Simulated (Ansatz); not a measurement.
# HfB (Fm-3m) in Ansatz: convergence with xc grid

Aim: find how far xc grid must go before the results for HfB settle, at PBE. This setting moves, with any that are tied to it; all else stays.

Program: Ansatz 0.2.0. These are calculated values, not measurements. Logs are shortened: lines on timing, memory, paths and dates and some standing lists are left out, and cuts for length are marked.

## (1) The structure

Symmetry: Fm-3m, No. 225, cubic system. Conventional cell: a = 4.620 Å, b = 4.620 Å, c = 4.620 Å, α = 90.00°, β = 90.00°, γ = 90.00°. Hf (site symmetry m-3m) has 6 B at 2.31 Å as nearest neighbours. B (site symmetry m-3m) is surrounded by 6 Hf at 2.31 Å.

## (2) With xc grid 1

Contents of input.yaml:

```yaml
crystal:
  lattice:
    - [0.0, 2.31, 2.31]
    - [2.31, 0.0, 2.31]
    - [2.31, 2.31, 0.0]
  atoms:
    - { symbol: Hf, position: [0.5, 0.5, 0.5] }
    - { symbol: B, position: [0.0, 0.0, 0.0] }
hamiltonian:
  xc: pbe
  pseudopotentials: { kind: paw, level: accurate }
kpoints:
  mp_grid: { grid: [8, 8, 8] }
scf:
  occupations: { method: fermi_dirac, width: 0.05 }
output:
  forces: true
  stress: true
  eigenvalues: true
basis:
  xc_grid: 1
```

Potentials or basis: Ansatz PAW earlier set.

Launch:

```bash
$ ansatz run input.yaml --threads 2 --pin off --max-ram 5632MiB --backend cpu --events-out ev --progress --plain --runs-dir out
```

It took 1.8 s on 2 threads of Arm Neoverse N1, shared host; peak memory 0.29 GiB.

What came out:

```
Free energy            : -15893.9226 eV
Pressure               : 30.0 GPa
Band gap on the k mesh : none (metal or under the smearing width)
```

## (3) With xc grid 2

Edit input.yaml of step 2 so:

```diff
@@ -20,2 +20,2 @@
 basis:
-  xc_grid: 1
+  xc_grid: 2
```

Potentials or basis: Ansatz PAW earlier set.

Launch:

```bash
$ ansatz run input.yaml --threads 2 --pin off --max-ram 5632MiB --backend cpu --events-out ev --progress --plain --runs-dir out
```

Wall time 1.8 s (2 threads of Arm Neoverse N1, shared host); peak memory 0.29 GiB.

Results:

* Free energy: -15893.9226 eV
* Pressure: 30.0 GPa
* Band gap on the k mesh: none (metal or under the smearing width)

## (4) With xc grid 3

Edit input.yaml of step 3 so:

```diff
@@ -20,2 +20,2 @@
 basis:
-  xc_grid: 2
+  xc_grid: 3
```

Launch:

```bash
$ ansatz run input.yaml --threads 2 --pin off --max-ram 5632MiB --backend cpu --events-out ev --progress --plain --runs-dir out
```

It took 1.8 s on 2 threads of Arm Neoverse N1, shared host; peak memory 0.32 GiB.

The run converged. Its results:

```
Free energy            : -15893.9226 eV
Pressure               : 30.0 GPa
Band gap on the k mesh : none (metal or under the smearing width)
```

## (5) With xc grid 4

Edit input.yaml of step 4 so:

```diff
@@ -20,2 +20,2 @@
 basis:
-  xc_grid: 3
+  xc_grid: 4
```

Launch:

```bash
$ ansatz run input.yaml --threads 2 --pin off --max-ram 5632MiB --backend cpu --events-out ev --progress --plain --runs-dir out
```

Run time: 1.8 s. Hardware: 2 threads of Arm Neoverse N1, shared host; peak memory 0.36 GiB.

It converged, with:

```
Free energy            : -15893.9226 eV
Pressure               : 30.0 GPa
Band gap on the k mesh : none (metal or under the smearing width)
```

## (6) With xc grid 5

Edit input.yaml of step 5 so:

```diff
@@ -20,2 +20,2 @@
 basis:
-  xc_grid: 4
+  xc_grid: 5
```

Potentials or basis: Ansatz PAW earlier set.

Launch:

```bash
$ ansatz run input.yaml --threads 2 --pin off --max-ram 5632MiB --backend cpu --events-out ev --progress --plain --runs-dir out
```

Log:

```text
Warning: RAYON_NUM_THREADS=2 ignored (pool sized by the plan → 2); use --threads N
Engine: ansatz 0.2.0, aarch64-unknown-linux-gnu
Pseudopotentials: kind: paw, level: accurate
Pseudopotential: Hf, paw, valence charge 26, recommended cutoff 620 eV (high), Hf.paw.azcp
Pseudopotential: B, paw, valence charge 3, recommended cutoff 760 eV (high), B.paw.azcp
Functional definition: PBE
  parameter kappa = 0.804
  parameter beta = 0.06672455060314922
  exchange = pbe_x(kappa = kappa, mu = beta*pi^2/3)
  correlation = pbe_c(beta = beta)
Crystal: 2 atoms, lattice volume = 24.653 Å³
Basis set: ecut = 760 eV, 1211 PW (Γ), exchange–correlation on 150×150×150 points (125 copies of the dense FFT grid, shifted against one another)
Bands: 19, of which v1, the nominal top of the filled ones, is band 15 counted from 1 (14 counted from 0)
Symmetry: 48 space group operations
Space group: Fm-3m (ITA 225), of the structure as read, at distance tolerance 2.9e-5 Å
k-points: 29 of 512
Non-local potential: Hf, projectors of the file, l = 0: 3, l = 1: 3, l = 2: 2, l = 3: 3
Non-local potential: B, projectors of the file, l = 0: 3, l = 1: 2
PAW form: soft (Blöchl's): semilocal exchange-correlation on the pseudo side does not see the compensation charge
PAW one-centre angular grid: Hf, 590 points (default); XC on 96 Gauss nodes
PAW one-centre angular grid: B, 110 points (default); XC on 64 Gauss nodes
Initial density: superposition of atomic densities (chi_scale 0.1, normalization cell, long waves kept (reshape's long-wave potential 0.00 eV rms))
Initial wavefunctions: pseudopotential atomic-orbital guess
Functional: x = pbe(κ = 0.804, μ = 0.2195149727645171), c = pbe(β = 0.06672455060314922)
SCF iter   1: F=—  HF=-15894.635830 eV  |F-HF|=—  |Δ(HF+E_count)|=         —  Δρ=7.98e-2  dr2=2.21e0  ethr=3.10e-3  ⟨swp⟩=5.9  Hψ=2402  notcnv=0
preconditioner: auto → Kerker (q_TF=auto, 2.803 Å⁻¹)  [metal: Δε(μ)=0.097 eV  Ē_g=17.085 eV  σ=0.050 eV  W_gap=0.44  n_scr=14 (ndim 8)  ℏωp=38.9 eV  f_vac=0.000  D(μ)=1.12/eV (n_scr^D=14)]
SCF iter   2: F=—  HF=-15894.081163 eV  |F-HF|=—  |Δ(HF+E_count)|=   5.55e-1  Δρ=3.70e-2  dr2=4.55e-1  ethr=3.10e-3  ⟨swp⟩=2.6  Hψ=1217  notcnv=0  defer=7
preconditioner: auto → none  [insulator: Δε(μ)=0.134 eV  Ē_g=17.876 eV  σ=0.050 eV  W_gap=0.57  n_scr=14 (ndim 8)  ℏωp=38.9 eV  f_vac=0.000  D(μ)=1.03/eV (n_scr^D=14)  ε∞_Penn≈5.7]
SCF iter   3: F=—  HF=-15893.951945 eV  |F-HF|=—  |Δ(HF+E_count)|=   1.29e-1  Δρ=1.54e-2  dr2=2.86e-2  ethr=1.57e-3  ⟨swp⟩=2.6  Hψ=1238  notcnv=0  defer=7
SCF iter   4: F=—  HF=-15893.920936 eV  |F-HF|=—  |Δ(HF+E_count)|=   3.10e-2  Δρ=3.77e-3  dr2=1.17e-3  ethr=9.86e-5  ⟨swp⟩=2.0  Hψ=1088  notcnv=0  defer=7
SCF iter   5: F=—  HF=-15893.922671 eV  |F-HF|=—  |Δ(HF+E_count)|=   1.74e-3  Δρ=6.91e-4  dr2=6.26e-5  ethr=4.05e-6  ⟨swp⟩=2.2  Hψ=1049  notcnv=0  defer=6
SCF iter   6: F=—  HF=-15893.922604 eV  |F-HF|=—  |Δ(HF+E_count)|=   6.74e-5  Δρ=7.31e-5  dr2=5.09e-7  ethr=2.16e-7  ⟨swp⟩=2.0  Hψ=958  notcnv=0  defer=6
SCF iter   7: F=-15893.922602 eV  HF=-15893.922602 eV  |F-HF|=7.77e-10  |Δ(HF+E_count)|=   1.72e-6  Δρ=3.15e-6  dr2=8.97e-10  ethr=3.45e-10  ⟨swp⟩=8.3  Hψ=2665  notcnv=0
SCF 1 converged in 7 iterations: F = -15893.922602 eV  dr2 = 8.97e-10
SCF converged after 7 iterations
Free energy (F): -15893.922602 eV
Harris-Foulkes:  -15893.922602 eV  (|F-HF|=7.77e-10)
Internal energy: -15893.911671 eV  (E = F + TS)
E sigma→0 (E₀):  -15893.917136 eV
Entropy (-TS):   -0.010931 eV (-5.466 meV/atom)
Fermi energy:    18.355912 eV
--- Per-component energies (eV) ---
  E_band       = 81.164919
  E_kinetic    = 500.651715
  E_local      = -8667.244019  (includes V_loc(G=0)·N_el)
  E_nonlocal   = 2447.952140
  E_hartree    = 2956.798300
  E_xc         = -601.787309
  E_vxc        = -307.762563  (∫ρ·V_xc dr)
  E_paw        = -7370.987934  (= ΣΔE_a)
  E_vpaw       = 193.972273  (= ΣTr[D̂ρ^β])
  E_aug_tail   = 0.000000  (compensation charges beyond the density's cutoff)
  E_ewald      = -5159.294563
  E_smearing   = -0.010931  (= −TS)
  E_closure    = -0.000000  (closes the sum)
  Σ components = -15893.922602   (vs F -15893.922602, Δ=0.00e0)
--- Forces (eV/Å), atoms counted from 1 ---
  atom   1  Hf     0.00000000     0.00000000    -0.00000000
  atom   2  B     -0.00000000     0.00000000     0.00000000
  max |Σ_I F_I| component: 2.17e-28 eV/Å
--- Stress (GPa, compression-positive) ---
       29.971613      -0.000000       0.000000
        0.000000      29.971613      -0.000000
        0.000000      -0.000000      29.971613
  P = ⅓ Tr σ = 29.9716 GPa (299.716 kbar)
--- Band table (eV; the first three rows and the last of 29) ---
  k-point 0: bands = ["-41.6018", "-10.0729", "-10.0729", "-10.0729", "8.4067", "8.4084", "8.4084", "8.4084", "8.4988", "8.4988", "8.4988", "8.7246", "20.4601", "20.4601", "20.4601", "22.3365", "22.3365", "22.3365", "22.4787"]
  k-point 1: bands = ["-41.5951", "-10.1860", "-10.0844", "-10.0844", "8.4021", "8.4137", "8.4176", "8.4176", "8.4896", "8.4896", "8.4992", "9.1730", "19.2218", "19.8233", "19.8233", "21.2614", "21.2614", "22.9040", "25.0805"]
  k-point 2: bands = ["-41.5792", "-10.4491", "-10.1120", "-10.1120", "8.3928", "8.4317", "8.4392", "8.4392", "8.4701", "8.4701", "8.5002", "10.3723", "17.3199", "18.2660", "18.2660", "22.3030", "22.3030", "23.4968", "28.1053"]
  k-point 28: bands = ["-41.5412", "-10.5363", "-10.5363", "-10.3368", "8.4358", "8.4415", "8.4415", "8.4504", "8.4667", "8.4667", "8.4717", "12.6493", "16.9644", "16.9644", "17.0165", "23.8140", "23.8140", "26.1715", "26.2974"]
```

Run time: 2 s. Hardware: 2 threads of Arm Neoverse N1, shared host; peak memory 0.43 GiB.

Results:

```yaml
Free_energy: -15893.9226 eV
Pressure: 30.0 GPa
Band_gap_on_the_k_mesh: none (metal or under the smearing width)
```

## (7) The series at a glance

| xc grid | energy less the tightest run, at zero smearing (meV/atom) | SCF cycles | CPU time (s) | peak memory (GiB) |
| --- | --- | --- | --- | --- |
| 1 | 0.00 | 7 | 3.4 | 0.29 |
| 2 | 0.00 | 7 | 3.2 | 0.29 |
| 3 | 0.00 | 7 | 3.4 | 0.32 |
| 4 | 0.00 | 7 | 3.4 | 0.36 |
| 5 | 0.00 | 7 | 3.7 | 0.43 |

Against the tightest run, the energy stays within 1 meV/atom from 1 on. The tightest run that finished is the yardstick and may itself not be fully converged.

Caveats: a pressure of tens of GPa on the cell as given is suspect, and the run, the potentials or the cell itself is likely at fault.
